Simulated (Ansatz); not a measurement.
ClFSi, SMILES F[Si]Cl, the interaction energy of a dimer with the counterpoise correction

Program: the Ansatz DFT code, driven from Python.

The cells in order, each with its output:

**Cell 1**
```python
import ansatz as az
```

**Cell 2**
```python
BASIS = "cc-pVDZ"
XC = "hf"
```

**Cell 3**
```python
FIRST = [
    ("F", (0.6438, -1.3274, 0.1998)),
    ("Si", (-0.5613, -0.3012, -0.3369)),
    ("Cl", (-0.0824, 1.6286, 0.137)),
]
SECOND = [
    ("F", (1.5582, 0.5622, 2.971)),
    ("Si", (2.6248, -0.2245, 1.9528)),
    ("Cl", (3.4413, -1.8296, 2.9199)),
]
```

**Cell 4**
```python
def energy(atoms, ghosts=()):
    molecule = az.Crystal.molecule()
    for symbol, xyz in atoms:
        molecule = molecule.atom(symbol, xyz)
    calc = molecule.calculation().basis(gaussian=BASIS).functional(XC)
    deck = calc.input()
    if ghosts:
        deck = deck.set(az.key.basis.gaussian.ghost_atoms, [{"symbol": s, "position_ang": list(xyz)} for s, xyz in ghosts])
    return az.Session.from_dict(deck).plan().execute().report["free_energy_ev"]
```

**Cell 5**
```python
# ghost atoms carry the functions of the partner
both = energy(FIRST + SECOND)
alone = energy(FIRST) + energy(SECOND)
ghosted = energy(FIRST, SECOND) + energy(SECOND, FIRST)
print(f"dimer {both:.6f} eV")
print(f"interaction, uncorrected   {96.485332 * (both - alone):8.3f} kJ/mol")
print(f"interaction, counterpoise  {96.485332 * (both - ghosted):8.3f} kJ/mol")
print(f"basis-set superposition    {96.485332 * (alone - ghosted):8.3f} kJ/mol")
```
Output:
```text
dimer -46147.509214 eV
interaction, uncorrected      0.810 kJ/mol
interaction, counterpoise     7.945 kJ/mol
basis-set superposition       7.135 kJ/mol
```

Uncorrected it is 0.810 kJ/mol, with the counterpoise correction 7.945 kJ/mol; the difference, 7.13 kJ/mol, is the superposition error. In this basis both values are repulsive.

Reading the output:
- The settings weren't tested for convergence.
- The dimer is a generated trial pose of unrelaxed monomers, not a minimum, so the figure is no binding energy, and the basis set is small.
- Hartree-Fock leaves correlation out, so bond, atomisation and ionisation energies come out well too low.
- This level lacks the dispersion part of the attraction (electrostatics and induction are there), which can decide the sign where the interaction is weak.
- The whole script took 4.9 s on 1 thread of Arm Neoverse V1, on a shared host, peak memory 0.26 GiB.
